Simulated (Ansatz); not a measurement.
**Cl− with CH₃F: superposition error and deformation**

One table from this session's results is given with a row withheld; the runs are named, their logs left out.

Method: PBE0-D4 structures, single points in def2-TZVPPD; program: Ansatz 0.2.0, Gaussian basis.

Levels: PBE-D4, revPBE-D4, BLYP-D4, r2SCAN-D4, B97M-V, PBE0-D4, B3LYP-D4, HSE06-D4, wB97X-V, wB97M-V, B2PLYP, Hartree-Fock, MP2, CCSD, CCSD(T).

Correlated methods freeze the cores. B3LYP uses VWN-RPA correlation. B2PLYP carries no dispersion term here.

129 further runs of the same task are left out: 129 set aside as unsound or not needed.

## Where the work starts

The relaxed pair: 6 atoms, charge -1, spin multiplicity 1.

Atoms are counted from 1 here; the program's logs count them from 0.

Bond lengths: C2–F3 1.408 Å, C2–H4 1.088 Å, C2–H5 1.088 Å, C2–H6 1.088 Å. Angles: F3–C2–H4 109.3°, F3–C2–H5 109.3°, F3–C2–H6 109.3°, H4–C2–H5 109.7°, H4–C2–H6 109.7°, H5–C2–H6 109.7°.

Coordinates:

```xyz
6
CH3ClF
Cl    0.2203    0.1515   -2.7176
C    -0.0387   -0.0265    0.4776
F    -0.1525   -0.1075    1.8786
H     0.9891    0.2145    0.2144
H    -0.7037    0.7513    0.1080
H    -0.3145   -0.9832    0.0391
```

Atoms 1 to 1 are fragment A (Cl−), the rest fragment B (CH₃F). From earlier runs, pair energy (eV) and counterpoise interaction (meV):

| method | E(pair) | interaction |
| --- | --- | --- |
| PBE-D4 | -16320.29369 | -414 |
| revPBE-D4 | -16326.21297 | -404 |
| BLYP-D4 | -16328.85299 | -395 |
| r2SCAN-D4 | -16326.81473 | -417 |
| B97M-V | -16325.25631 | -412 |
| PBE0-D4 | -16321.42676 | -419 |
| B3LYP-D4 | -16330.35293 | -410 |
| HSE06-D4 | -16321.02686 | -418 |
| wB97X-V | -16326.40032 | -415 |
| wB97M-V | -16327.48956 | -416 |
| B2PLYP | -16323.56265 | -373 |
| Hartree-Fock | -16290.88273 | -336 |
| MP2 | -16308.37712 | -396 |
| CCSD(T) | -16309.86506 | -394 |

First each fragment is run alone in its own basis, frozen in the shape it has in the pair (a, b).

Set-up of the first run:

Contents of a/in.yaml:

```yaml
crystal:
  periodic: [false, false, false]
  atoms:
    - {symbol: Cl, position_ang: [0.220270, 0.151508, -2.717629]}
basis:
  gaussian: {orbitals: "def2-TZVPPD.json"}
total_charge: -1
hamiltonian: {xc: {name: wB97X-V}}
```

Contents of b/in.yaml:

```yaml
crystal:
  periodic: [false, false, false]
  atoms:
    - {symbol: C, position_ang: [-0.038677, -0.026487, 0.477601]}
    - {symbol: F, position_ang: [-0.152520, -0.107459, 1.878604]}
    - {symbol: H, position_ang: [0.989144, 0.214505, 0.214446]}
    - {symbol: H, position_ang: [-0.703665, 0.751275, 0.107965]}
    - {symbol: H, position_ang: [-0.314452, -0.983242, 0.039112]}
basis:
  gaussian: {orbitals: "def2-TZVPPD.json"}
hamiltonian: {xc: {name: wB97X-V}}
```

The basis file named in the input lies beside it (Basis Set Exchange, JSON).

One command serves all of them, each in its own folder.

Launch:

```console
$ ansatz run in.yaml --threads 2 --pin off --events-out ev --progress --plain --max-ram 5222MiB
```

Among the steps run: wB97X-V/def2-TZVPPD; wB97M-V/def2-TZVPPD; B2PLYP/def2-TZVPPD; B97M-V/def2-TZVPPD; CCSD(T)/def2-TZVPPD; Relaxing CH₃F alone; PBE-D4/def2-TZVPPD; r2SCAN-D4/def2-TZVPPD; PBE0-D4/def2-TZVPPD; B3LYP-D4/def2-TZVPPD; BLYP-D4/def2-TZVPPD; revPBE-D4/def2-TZVPPD; HSE06-D4/def2-TZVPPD.

One table of the session follows, with a row left open; its other results are not shown here.

```
      method  interaction with counterpoise (meV)
      PBE-D4                                 -414
   revPBE-D4                                 -404
     BLYP-D4                                 -395
   r2SCAN-D4                                 -417
      B97M-V                                 -412
     PBE0-D4                                 -419
    B3LYP-D4                                 -410
    HSE06-D4                                 -418
     wB97X-V                                 -415
     wB97M-V                                 -416
      B2PLYP                                 -373
Hartree-Fock                                 -336
         MP2                                 -396
        CCSD                                    ?
     CCSD(T)                                 -394
```

Estimate the missing values for CCSD.

The run gave: interaction with counterpoise (meV): -386. In the column «interaction with counterpoise (meV)» it lies between CCSD(T) (-394) and B2PLYP (-373).
